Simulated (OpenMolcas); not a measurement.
**B2O2 (diboron dioxide) at HF/ANO-R3 (sfX2C, RICD fitting, fitting threshold 0.01)**

Aim: the vertical singlet–triplet gap of B2O2 (diboron dioxide) at HF/ANO-R3 (sfX2C, RICD fitting, fitting threshold 0.01), from 2 runs. 

The calculation is run with OpenMolcas 26.06.

### Step 1. The structure to begin with

The species is B2O2 (4 atoms), meant as a singlet with charge 0. As SMILES, `O=BB=O`. Geometry: relaxed at GFN2-xTB.

Bond lengths: O1–B2 1.188 Å, B2–B3 1.619 Å, B3–O4 1.188 Å. Angles: O1–B2–B3 179.4°, B2–B3–O4 179.6°.

### Step 2. A single-point energy at HF/ANO-R3 (sfX2C, RICD fitting, fitting threshold 0.01)

File job.inp:

```
&GATEWAY
  Coord
  4
  angstrom
  O       -0.733460       0.451810       1.802120
  B       -0.300580       0.189000       0.727450
  B        0.295060      -0.182970      -0.731290
  O        0.738970      -0.457840      -1.798280
  Basis = ANO-R3
  Group = NoSym
  RICD
  CDThreshold = 0.01

&SEWARD

&SCF
  PrOrbitals = 0
```

Launch:

```console
$ export MOLCAS_MEM=1860
$ pymolcas job.inp > job.log
```

The program printed:

```text
--- Start Module: gateway ---
[...]
--- Stop Module: gateway /rc=_RC_ALL_IS_WELL_ ---
--- Start Module: seward ---
[...]
      Basis functions          132
--- Stop Module: seward /rc=_RC_ALL_IS_WELL_ ---
[...]
--- Start Module: scf ---
[...]
       Convergence after  11 Iterations
[...]
::    Total SCF energy                               -199.3821669395
[...]
      Total spin, S                                     0.0000000000
[...]
      Total electronic charge=   26.000000
      Total            charge=   -0.000000
[...]
      Dipole Moment (debye):
      Origin of the operator (angstrom)=    0.0005   -0.0006    0.0004
                   X= -2.9623E-02               Y=  3.2443E-02               Z= -2.0980E-02           Total=  4.8685E-02
      Quadrupole Moment (debye*angstrom):
[...]
--- Stop Module: scf /rc=_RC_ALL_IS_WELL_ ---
[...]
```

It took 6.6 s on 1 thread of Intel Xeon Platinum 8488C (Sapphire Rapids), shared host; peak memory 0.09 GiB.

### Step 3. The triplet at the same level

job.inp, as its differences from that of step 2:

```diff
@@ -1 +1,3 @@
+>>> EXPORT MOLCAS_PRINT=2
+
 &GATEWAY
@@ -16,2 +18,4 @@
 &SCF
+  UHF
+  Spin = 3
   PrOrbitals = 0
```

Launch:

```console
$ export MOLCAS_MEM=1860
$ pymolcas job.inp > job.log
```

The program printed:

```text
--- Start Module: gateway ---
[...]
--- Stop Module: gateway /rc=_RC_ALL_IS_WELL_ ---
--- Start Module: seward ---
[...]
      Basis functions          132
--- Stop Module: seward /rc=_RC_ALL_IS_WELL_ ---
[...]
--- Start Module: scf ---
[...]
       Convergence after  43 Iterations
[...]
::    Total SCF energy                               -199.1627643680
[...]
      Total spin, S                                     1.0178547865
[...]
      Total electronic charge=   26.000000
      Total            charge=   -0.000000
[...]
      Dipole Moment (debye):
      Origin of the operator (angstrom)=    0.0005   -0.0006    0.0004
                   X= -1.7249E-02               Y=  1.0223E-02               Z= -1.2366E-02           Total=  2.3557E-02
      Quadrupole Moment (debye*angstrom):
[...]
--- Stop Module: scf /rc=_RC_ALL_IS_WELL_ ---
[...]
```

Wall time 20 s (1 thread of Intel Xeon Platinum 8488C (Sapphire Rapids), shared host); peak memory 0.089 GiB.

### Step 4. Outcome

Level: HF/ANO-R3 (sfX2C, RICD fitting, fitting threshold 0.01).

| quantity | value |
| --- | --- |
| singlet: total energy | -199.38217 Eh |
| singlet: dipole moment | 0.05 D |
| singlet: HOMO energy | -14.76 eV |
| singlet: LUMO energy | 0.87 eV |
| singlet: HOMO–LUMO gap | 15.64 eV |
| triplet: total energy | -199.16276 Eh |
| triplet: dipole moment | 0.02 D |
| triplet: HOMO energy (highest over α and β) | -7.25 eV |
| triplet: LUMO energy (lowest over α and β) | -3.90 eV |
| triplet: ⟨S²⟩ | 2.054 |
| vertical energy of the triplet above the singlet | 5.970 eV |

**Reading.** At this shape the triplet lies 5.97 eV (576 kJ/mol) above the singlet. Mulliken charges (triplet) run from -0.21 on O1 to +0.21 on B2; they depend strongly on the basis.
